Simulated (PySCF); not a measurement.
# H3S3V (V(SH)3): the cost of one run

Computed with PySCF 2.14.0 and routines of our own; the level stands in each step. Atoms count from 0.

### 1 The system as given

7 atoms, charge 0, states of the metal's open shell are computed; geometry from: model start, shaken.

### 2 Optimising the geometry at PBE0-D3(BJ)/def2-TZVP

The job: settings as JSON, then the geometry in Å.

```
{"job": {"xc": "PBE0", "basis": "def2-TZVP", "d3": "d3bj", "grid": 1, "maxiter": 45, "kind": "geom"}, "charge": 0, "metal": "V", "open_shell": "d2"}
V      0.000020     0.004480    -0.004110
S      2.186640    -0.006820    -0.014870
H      2.450900     1.340100    -0.007380
S     -1.109310     1.912600     0.005350
H     -2.366570     1.447800    -0.000440
S     -1.089570    -1.925420    -0.006860
H     -0.110360    -2.801110    -0.027630
```

The run is started by

```console
$ OMP_NUM_THREADS=1 python lf_run.py task.json out
```

This one command runs all jobs of the session in turn.

**Question.** How long does this first job take on 1 thread of Arm Neoverse V1, shared host, and how much memory does it need?

About 6.6 min, with a peak of 0.73 GiB.
